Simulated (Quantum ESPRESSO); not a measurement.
# SiF (Pm-3m) in Quantum ESPRESSO: further runs, part 2 of 3

Quantum ESPRESSO 7.5. Earlier steps stand in the parts before.

## 3. Phonons, PBE

Contents of pw.in:

```
&CONTROL
  calculation = 'scf'
  prefix = 'pwscf'
  outdir = './tmp'
  pseudo_dir = './pseudo'
  tprnfor = .true.
  tstress = .true.
  disk_io = 'low'
/
&SYSTEM
  ibrav = 0
  nat = 2
  ntyp = 2
  ecutwfc = 84
  nbnd = 11
  occupations = 'smearing'
  smearing = 'fd'
  degauss = 0.00367493
/
&ELECTRONS
  conv_thr = 4d-10
  electron_maxstep = 120
  mixing_beta = 0.5
/
ATOMIC_SPECIES
Si    28.0850 Si.upf
F     18.9984 F.upf
CELL_PARAMETERS angstrom
   3.0286000000    0.0000000000    0.0000000000
   0.0000000000    3.0286000000    0.0000000000
   0.0000000000    0.0000000000    3.0286000000
ATOMIC_POSITIONS angstrom
Si     1.5143000000    1.5143000000    1.5143000000
F      0.0000000000    0.0000000000    0.0000000000
K_POINTS automatic
6 6 6 1 1 1
```

Contents of relax.in:

```
&CONTROL
  calculation = 'vc-relax'
  prefix = 'pwscf'
  outdir = './tmp'
  pseudo_dir = './pseudo'
  tprnfor = .true.
  tstress = .true.
  disk_io = 'low'
  nstep = 40
  forc_conv_thr = 0.0001
  etot_conv_thr = 1d-06
/
&SYSTEM
  ibrav = 0
  nat = 2
  ntyp = 2
  ecutwfc = 84
  nbnd = 11
  occupations = 'smearing'
  smearing = 'fd'
  degauss = 0.00367493
/
&ELECTRONS
  conv_thr = 4d-10
  electron_maxstep = 120
  mixing_beta = 0.5
/
&IONS
  ion_dynamics = 'bfgs'
/
&CELL
  cell_dynamics = 'bfgs'
  press = 0
  press_conv_thr = 0.2
/
ATOMIC_SPECIES
Si    28.0850 Si.upf
F     18.9984 F.upf
CELL_PARAMETERS angstrom
   3.0286000000    0.0000000000    0.0000000000
   0.0000000000    3.0286000000    0.0000000000
   0.0000000000    0.0000000000    3.0286000000
ATOMIC_POSITIONS angstrom
Si     1.5143000000    1.5143000000    1.5143000000
F      0.0000000000    0.0000000000    0.0000000000
K_POINTS automatic
6 6 6 1 1 1
```

Contents of scf2.in:

```
&CONTROL
  calculation = 'scf'
  prefix = 'pwscf'
  outdir = './tmp'
  pseudo_dir = './pseudo'
  tprnfor = .true.
  tstress = .true.
  disk_io = 'low'
/
&SYSTEM
  ibrav = 0
  nat = 2
  ntyp = 2
  ecutwfc = 84
  nbnd = 11
  occupations = 'smearing'
  smearing = 'fd'
  degauss = 0.00367493
/
&ELECTRONS
  conv_thr = 1d-13
  electron_maxstep = 120
  mixing_beta = 0.5
  startingpot = 'file'
  startingwfc = 'file'
/
ATOMIC_SPECIES
Si    28.0850 Si.upf
F     18.9984 F.upf
CELL_PARAMETERS angstrom
   3.0261739959    0.0000000000    0.0000000000
   0.0000000000    3.0261739959    0.0000000000
   0.0000000000    0.0000000000    3.0261739959
ATOMIC_POSITIONS angstrom
Si     1.5130869979    1.5130869979    1.5130869979
F      0.0000000000    0.0000000000    0.0000000000
K_POINTS automatic
6 6 6 1 1 1
```

Contents of ph.in:

```
phonons of SiF
&INPUTPH
  prefix = 'pwscf'
  outdir = './tmp'
  tr2_ph = 1d-18
  fildyn = 'dyn'
  niter_ph = 90
  alpha_mix(1) = 0.4
/
0.0000000000 0.0000000000 0.0000000000
```

Contents of dynmat.in:

```
&INPUT
  fildyn = 'dyn'
  asr = 'crystal'
  filout = 'dynmat.disp'
  fileig = 'dynmat.eig'
/
```

Potentials or basis: PseudoDojo 0.4.1 SR PBE standard.

The run is started by

```sh
$ OMP_NUM_THREADS=1 pw.x -in pw.in > pw.out
$ OMP_NUM_THREADS=1 pw.x -in relax.in > relax.out
$ OMP_NUM_THREADS=1 pw.x -in scf2.in > scf2.out
$ OMP_NUM_THREADS=1 ph.x -in ph.in > ph.out
$ OMP_NUM_THREADS=1 dynmat.x -in dynmat.in > dynmat.out
```

pw.out:

```text
This program is part of the open-source Quantum ESPRESSO suite
     for quantum simulation of materials; please cite
[... 9 lines left out ...]
     --------------------
     sticks:   dense  smooth     PW     G-vecs:    dense   smooth      PW
     Sum         877     877    261                19549    19549    3119

     Using Slab Decomposition

     bravais-lattice index     =            0
     lattice parameter (alat)  =       5.7232  a.u.
     unit-cell volume          =     187.4659 (a.u.)^3
     number of atoms/cell      =            2
     number of atomic types    =            2
     number of electrons       =        11.00
     number of Kohn-Sham states=           11
     kinetic-energy cutoff     =      84.0000  Ry
     charge density cutoff     =     336.0000  Ry
     scf convergence threshold =      4.0E-10
     mixing beta               =       0.5000
     number of iterations used =            8  plain     mixing
     Exchange-correlation= PBE
                           (   1   4   3   4   0   0   0)

     celldm(1)=   5.723225  celldm(2)=   0.000000  celldm(3)=   0.000000
     celldm(4)=   0.000000  celldm(5)=   0.000000  celldm(6)=   0.000000

     crystal axes: (cart. coord. in units of alat)
               a(1) = (   1.000000   0.000000   0.000000 )
               a(2) = (   0.000000   1.000000   0.000000 )
               a(3) = (   0.000000   0.000000   1.000000 )

     reciprocal axes: (cart. coord. in units 2 pi/alat)
               b(1) = (  1.000000  0.000000  0.000000 )
               b(2) = (  0.000000  1.000000  0.000000 )
               b(3) = (  0.000000  0.000000  1.000000 )

     PseudoPot. # 1 for Si read from file:
     Si.upf
     Pseudo is Norm-conserving + core correction, Zval =  4.0
     Generated using ONCVPSP code by D. R. Hamann
     Using radial grid of 1510 points,  6 beta functions with:
                l(1) =   0
                l(2) =   0
                l(3) =   1
                l(4) =   1
                l(5) =   2
                l(6) =   2

     PseudoPot. # 2 for F  read from file:
     F.upf
     Pseudo is Norm-conserving + core correction, Zval =  7.0
     Generated using ONCVPSP code by D. R. Hamann
     Using radial grid of  832 points,  5 beta functions with:
                l(1) =   0
                l(2) =   0
                l(3) =   1
                l(4) =   1
                l(5) =   2

     atomic species   valence    mass     pseudopotential
     Si                4.00    28.08500     Si( 1.00)
     F                 7.00    18.99840     F ( 1.00)

     48 Sym. Ops., with inversion, found

   Cartesian axes

     site n.     atom                  positions (alat units)
         1        Si     tau(   1) = (   0.5000000   0.5000000   0.5000000  )
         2        F      tau(   2) = (   0.0000000   0.0000000   0.0000000  )

     number of k points=    10  Fermi-Dirac smearing, width (Ry)=  0.0037
                       cart. coord. in units 2pi/alat
        k(    1) = (   0.0833333   0.0833333   0.0833333), wk =   0.0740741
        k(    2) = (   0.0833333   0.0833333   0.2500000), wk =   0.2222222
        k(    3) = (   0.0833333   0.0833333   0.4166667), wk =   0.2222222
        k(    4) = (   0.0833333   0.2500000   0.2500000), wk =   0.2222222
        k(    5) = (   0.0833333   0.2500000   0.4166667), wk =   0.4444444
        k(    6) = (   0.0833333   0.4166667   0.4166667), wk =   0.2222222
        k(    7) = (   0.2500000   0.2500000   0.2500000), wk =   0.0740741
        k(    8) = (   0.2500000   0.2500000   0.4166667), wk =   0.2222222
        k(    9) = (   0.2500000   0.4166667   0.4166667), wk =   0.2222222
        k(   10) = (   0.4166667   0.4166667   0.4166667), wk =   0.0740741

     Dense  grid:    19549 G-vectors     FFT dimensions: (  36,  36,  36)

     Initial potential from superposition of free atoms

     starting charge      10.9994, renormalised to      11.0000
     Starting wfcs are    8 randomized atomic wfcs +    3 random wfcs

     Self-consistent Calculation

     iteration #  1     ecut=    84.00 Ry     beta= 0.50
     Davidson diagonalization with overlap
     ethr =  1.00E-02,  avg # of iterations =  4.0

     total energy              =     -57.56656602 Ry
     estimated scf accuracy    <       0.20483208 Ry

     iteration #  2     ecut=    84.00 Ry     beta= 0.50
     Davidson diagonalization with overlap
     ethr =  1.86E-03,  avg # of iterations =  2.0
[... 57 lines left out ...]
     total energy              =     -57.64591298 Ry
     estimated scf accuracy    <          1.3E-09 Ry

     iteration # 11     ecut=    84.00 Ry     beta= 0.50
     Davidson diagonalization with overlap
     ethr =  1.20E-11,  avg # of iterations =  2.0

     End of self-consistent calculation

          k = 0.0833 0.0833 0.0833 (  2448 PWs)   bands (ev):

   -16.9765  -2.0530   1.7105   1.7105   2.2876  10.7805  10.7805  11.4723
    14.7915  14.7915  22.7348

          k = 0.0833 0.0833 0.2500 (  2439 PWs)   bands (ev):

   -16.8790  -2.2395   1.5159   1.8759   2.8978   8.0543  10.8326  11.5746
    15.2950  18.0711  20.5525
[... 33 lines left out ...]
   -16.5640  -0.1761   0.4587   1.5507   2.7256   7.0762   7.2397   9.7633
    15.0318  17.2231  17.2428

          k = 0.4167 0.4167 0.4167 (  2422 PWs)   bands (ev):

   -16.5000   0.5995   0.9698   0.9698   3.3176   6.4308   6.4308   7.6515
    15.9042  16.3001  16.3001

     the Fermi energy is     7.0286 ev

!    total energy              =     -57.64591299 Ry
     estimated scf accuracy    <          1.4E-10 Ry
     smearing contrib. (-TS)   =      -0.00110986 Ry
     internal energy E=F+TS    =     -57.64480312 Ry

     The total energy is F=E-TS. E is the sum of the following terms:
     one-electron contribution =     -21.30556765 Ry
     hartree contribution      =      17.64096951 Ry
     xc contribution           =     -13.90965580 Ry
     ewald contribution        =     -40.07054919 Ry

     convergence has been achieved in  11 iterations

     Forces acting on atoms (cartesian axes, Ry/au):

     atom    1 type  1   force =     0.00000000    0.00000000    0.00000000
     atom    2 type  2   force =     0.00000000    0.00000000    0.00000000

     Total force =     0.000000     Total SCF correction =     0.000000

     Computing stress (Cartesian axis) and pressure

          total   stress  (Ry/bohr**3)                   (kbar)     P=       -1.87
  -0.00001273   0.00000000   0.00000000           -1.87        0.00        0.00
   0.00000000  -0.00001273   0.00000000            0.00       -1.87        0.00
   0.00000000   0.00000000  -0.00001273            0.00        0.00       -1.87

=------------------------------------------------------------------------------=
   JOB DONE.
=------------------------------------------------------------------------------=
```

relax.out:

```text
This program is part of the open-source Quantum ESPRESSO suite
     for quantum simulation of materials; please cite
[... 9 lines left out ...]
     --------------------
     sticks:   dense  smooth     PW     G-vecs:    dense   smooth      PW
     Sum         877     877    261                19549    19549    3119
[... 982 lines left out ...]
  -0.00000021   0.00000000   0.00000000           -0.03        0.00        0.00
   0.00000000  -0.00000021   0.00000000            0.00       -0.03        0.00
   0.00000000   0.00000000  -0.00000021            0.00        0.00       -0.03

=------------------------------------------------------------------------------=
   JOB DONE.
=------------------------------------------------------------------------------=
```

Wall time 81 s (1 thread of Arm Neoverse V1, shared host); peak memory 0.06 GiB.

Results:

| Quantity | Value |
| --- | --- |
| Free energy | -784.3126 eV |
| Relaxed volume | 13.86 Å³/atom |
| Relaxed cell | a = 3.026 Å, b = 3.026 Å, c = 3.026 Å, α = 90.00°, β = 90.00°, γ = 90.00° |
| Space group after relaxing (to 0.05 Å) | Pm-3m (No. 221) |
| Pressure after relaxing | 0.0 GPa |
| Band gap on the k mesh | none (metal or under the smearing width) |
| Highest phonon frequency at Γ | 5 cm⁻¹ |
| Most unstable mode | 146i cm⁻¹ |

Final structure:
```
Si F
1.0
     3.02617    0.00000    0.00000
     0.00000    3.02617    0.00000
     0.00000    0.00000    3.02617
Si F
1 1
Direct
  0.50000 0.50000 0.50000
  0.00000 0.00000 0.00000
```

Levels at points of the mesh, in eV from the Fermi level:
```
           k point  band 1  band 2  band 3  band 4  band 5  band 6  band 7  band 8  band 9  band 10
(0.08, 0.08, 0.08)  -24.02   -9.09   -5.33   -5.33   -4.75    3.76    3.76    4.46    7.77     7.77
```

Phonon frequencies in cm⁻¹ (negative: imaginary):
```csv
q point,frequencies
"(0.000, 0.000, 0.000)",-146 -146 -146 5 5 5
```

Optical modes at Γ, degenerate ones joined:
```
cm⁻¹  components  symmetry  active in
146i           3       T1u         IR
```

Caveat: the k mesh is coarse; the mesh is thin for the phonons of a metal; some modes are imaginary; an odd number of electrons without spin polarisation forces a metal; a magnetic or distorted state may lie lower.

## 4. Phonons, PBEsol

pw.in is that of step 3.

relax.in is that of step 3.

scf2.in: that of step 3 with these lines changed.

```diff
@@ -30,7 +30,7 @@
 CELL_PARAMETERS angstrom
-   3.0261739959    0.0000000000    0.0000000000
-   0.0000000000    3.0261739959    0.0000000000
-   0.0000000000    0.0000000000    3.0261739959
+   2.9786008226    0.0000000000    0.0000000000
+   0.0000000000    2.9786008226    0.0000000000
+   0.0000000000    0.0000000000    2.9786008226
 ATOMIC_POSITIONS angstrom
-Si     1.5130869979    1.5130869979    1.5130869979
+Si     1.4893004113    1.4893004113    1.4893004113
 F      0.0000000000    0.0000000000    0.0000000000
```

ph.in is that of step 3.

dynmat.in is that of step 3.

Potentials or basis: PseudoDojo 0.4.1 SR PBEsol standard.

The run is started by

```sh
$ OMP_NUM_THREADS=1 pw.x -in pw.in > pw.out
$ OMP_NUM_THREADS=1 pw.x -in relax.in > relax.out
$ OMP_NUM_THREADS=1 pw.x -in scf2.in > scf2.out
$ OMP_NUM_THREADS=1 ph.x -in ph.in > ph.out
$ OMP_NUM_THREADS=1 dynmat.x -in dynmat.in > dynmat.out
```

pw.out:

```text
This program is part of the open-source Quantum ESPRESSO suite
     for quantum simulation of materials; please cite
[... 9 lines left out ...]
     --------------------
     sticks:   dense  smooth     PW     G-vecs:    dense   smooth      PW
     Sum         877     877    261                19549    19549    3119

     Using Slab Decomposition

     bravais-lattice index     =            0
     lattice parameter (alat)  =       5.7232  a.u.
     unit-cell volume          =     187.4659 (a.u.)^3
     number of atoms/cell      =            2
     number of atomic types    =            2
     number of electrons       =        11.00
     number of Kohn-Sham states=           11
     kinetic-energy cutoff     =      84.0000  Ry
     charge density cutoff     =     336.0000  Ry
     scf convergence threshold =      4.0E-10
     mixing beta               =       0.5000
     number of iterations used =            8  plain     mixing
     Exchange-correlation= PBESOL
                           (   1   4  10   8   0   0   0)

     celldm(1)=   5.723225  celldm(2)=   0.000000  celldm(3)=   0.000000
     celldm(4)=   0.000000  celldm(5)=   0.000000  celldm(6)=   0.000000

     crystal axes: (cart. coord. in units of alat)
               a(1) = (   1.000000   0.000000   0.000000 )
               a(2) = (   0.000000   1.000000   0.000000 )
               a(3) = (   0.000000   0.000000   1.000000 )

     reciprocal axes: (cart. coord. in units 2 pi/alat)
               b(1) = (  1.000000  0.000000  0.000000 )
               b(2) = (  0.000000  1.000000  0.000000 )
[... 44 lines left out ...]
        k(    6) = (   0.0833333   0.4166667   0.4166667), wk =   0.2222222
        k(    7) = (   0.2500000   0.2500000   0.2500000), wk =   0.0740741
        k(    8) = (   0.2500000   0.2500000   0.4166667), wk =   0.2222222
        k(    9) = (   0.2500000   0.4166667   0.4166667), wk =   0.2222222
        k(   10) = (   0.4166667   0.4166667   0.4166667), wk =   0.0740741

     Dense  grid:    19549 G-vectors     FFT dimensions: (  36,  36,  36)

     Initial potential from superposition of free atoms

     starting charge      10.9994, renormalised to      11.0000
     Starting wfcs are    8 randomized atomic wfcs +    3 random wfcs

     Self-consistent Calculation

     iteration #  1     ecut=    84.00 Ry     beta= 0.50
     Davidson diagonalization with overlap
     ethr =  1.00E-02,  avg # of iterations =  3.9

     total energy              =     -57.39046604 Ry
     estimated scf accuracy    <       0.18504382 Ry
[... 64 lines left out ...]
     iteration # 11     ecut=    84.00 Ry     beta= 0.50
     Davidson diagonalization with overlap
     ethr =  2.21E-11,  avg # of iterations =  2.0

     End of self-consistent calculation

          k = 0.0833 0.0833 0.0833 (  2448 PWs)   bands (ev):

   -16.9677  -2.1237   1.5987   1.5987   2.1878  10.6844  10.6844  11.3949
    14.6675  14.6675  22.5980
[... 43 lines left out ...]
   -16.4758   0.4723   0.8395   0.8395   3.2756   6.3361   6.3361   7.5801
    15.7298  16.1263  16.1263

     the Fermi energy is     6.9420 ev

!    total energy              =     -57.46257663 Ry
     estimated scf accuracy    <          1.1E-10 Ry
     smearing contrib. (-TS)   =      -0.00111074 Ry
     internal energy E=F+TS    =     -57.46146589 Ry

     The total energy is F=E-TS. E is the sum of the following terms:
     one-electron contribution =     -21.25619417 Ry
     hartree contribution      =      17.52194101 Ry
     xc contribution           =     -13.65666354 Ry
     ewald contribution        =     -40.07054919 Ry

     convergence has been achieved in  11 iterations

     Forces acting on atoms (cartesian axes, Ry/au):

     atom    1 type  1   force =     0.00000000    0.00000000    0.00000000
     atom    2 type  2   force =     0.00000000    0.00000000    0.00000000

     Total force =     0.000000     Total SCF correction =     0.000000

     Computing stress (Cartesian axis) and pressure

          total   stress  (Ry/bohr**3)                   (kbar)     P=      -39.44
  -0.00026809   0.00000000   0.00000000          -39.44        0.00        0.00
   0.00000000  -0.00026809   0.00000000            0.00      -39.44        0.00
   0.00000000   0.00000000  -0.00026809            0.00        0.00      -39.44

=------------------------------------------------------------------------------=
   JOB DONE.
=------------------------------------------------------------------------------=
```

Wall time 80 s (1 thread of Arm Neoverse V1, shared host); peak memory 0.06 GiB.

Results:

```
Free energy                            : -781.8355 eV
Relaxed volume                         : 13.21 Å³/atom
Relaxed cell                           : a = 2.979 Å, b = 2.979 Å, c = 2.979 Å, α = 90.00°, β = 90.00°, γ = 90.00°
Space group after relaxing (to 0.05 Å) : Pm-3m (No. 221)
Pressure after relaxing                : 0.0 GPa
Band gap on the k mesh                 : none (metal or under the smearing width)
Highest phonon frequency at Γ          : -19 cm⁻¹
Most unstable mode                     : 142i cm⁻¹
```

The path:
| step | energy change (eV) | largest force (eV/Å) | pressure (GPa) | volume (Å³) |
| --- | --- | --- | --- | --- |
| 1 | 0.0000 | 0.0000 | -3.94 | 27.78 |
| 2 | -0.0111 | 0.0000 | -2.45 | 27.22 |
| 3 | -0.0174 | 0.0000 | 0.06 | 26.41 |
| 4 | -0.0174 | 0.0000 | 0.00 | 26.43 |

Final structure:
```
Si F
1.0
     2.97860    0.00000    0.00000
     0.00000    2.97860    0.00000
     0.00000    0.00000    2.97860
Si F
1 1
Direct
  0.50000 0.50000 0.50000
  0.00000 0.00000 0.00000
```

Phonon frequencies in cm⁻¹ (negative: imaginary):
```tsv
q point	frequencies
(0.000, 0.000, 0.000)	-142 -142 -142 -19 -19 -19
```

Optical modes at Γ, degenerate ones joined:
```tsv
cm⁻¹	components	symmetry	active in
141i	3	T1u	IR
```

Caveat: the k mesh is coarse; the mesh is thin for the phonons of a metal; some modes are imaginary; an odd number of electrons without spin polarisation forces a metal; a magnetic or distorted state may lie lower.

[end of part 2 of 3]
